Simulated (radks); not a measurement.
**Taking charge from the 5s level of Pt⁺ in fractions**

Aim: follow energy and eigenvalue as charge leaves the 5s level of Pt⁺ bit by bit, and test Janak's theorem, Slater's transition state and the straight-line condition.

Program: radks (a radial shooting solver on a logarithmic mesh, Libxc functionals) version 1. Level of theory: Dirac Kohn-Sham, PBE, spin-unpolarised, spherical densities, finite nucleus; open shells fill j = l - 1/2 first. These are calculated values, not measurements, unless marked.

### Step 1. The atom as given

* element: platinum (Z = 78)
* charge: +1
* electrons: 77
* configuration: [Xe] 4f14 5d9
* nuclear rms radius: 5.427 fm

### Step 2. Start: [Xe] 4f14 5d9

Settings of this run:

```text
Z 78
configuration [Xe] 4f14 5d9
relativity Dirac
functional pbe,pbe
spin unpolarised
j_filling energy
nucleus finite rms 5.427 fm
c 137.035999084
```

### Step 3. 0.25 electron removed from 5s

Changes since step 2:

```diff
@@ -1,3 +1,3 @@
 Z 78
-configuration [Xe] 4f14 5d9
+configuration [Kr] 4d10 4f14 5s1.75 5p6 5d9
 relativity Dirac
```

### Step 4. 0.5 electron removed from 5s

Changes since step 3:

```diff
@@ -1,3 +1,3 @@
 Z 78
-configuration [Kr] 4d10 4f14 5s1.75 5p6 5d9
+configuration [Kr] 4d10 4f14 5s1.5 5p6 5d9
 relativity Dirac
```

### Step 5. 0.75 electron removed from 5s

Changes since step 4:

```diff
@@ -1,3 +1,3 @@
 Z 78
-configuration [Kr] 4d10 4f14 5s1.5 5p6 5d9
+configuration [Kr] 4d10 4f14 5s1.25 5p6 5d9
 relativity Dirac
```

### Step 6. 1 electron removed from 5s

Changes since step 5:

```diff
@@ -1,3 +1,3 @@
 Z 78
-configuration [Kr] 4d10 4f14 5s1.25 5p6 5d9
+configuration [Kr] 4d10 4f14 5s1 5p6 5d9
 relativity Dirac
```

Q: Predict the outcome of this session. Wanted: for each run, removed; E − E(0); eigenvalue; E minus straight line.

As calculated:

| removed (e) | E − E(0) (eV) | eigenvalue (eV) | E minus straight line (eV) |
| --- | --- | --- | --- |
| 0 | 0.000 | -109.64 | 0.000 |
| 0.25 | 27.864 | -113.30 | -1.432 |
| 0.5 | 56.662 | -117.10 | -1.931 |
| 0.75 | 86.426 | -121.03 | -1.464 |
| 1 | 117.19 | -125.07 | 0.000 |

Removing the whole electron costs 117.19 eV, against 109.64 eV from minus the starting eigenvalue. Slater's transition state, half an electron removed, gives 117.10 eV. The trapezoid integral of minus the eigenvalue gives 117.20 eV over the range, against 117.19 eV from the energies (Janak's theorem). The eigenvalue moves by 15.4 eV per electron. E bends below the straight line by 1.93 eV at 0.5 electron removed.
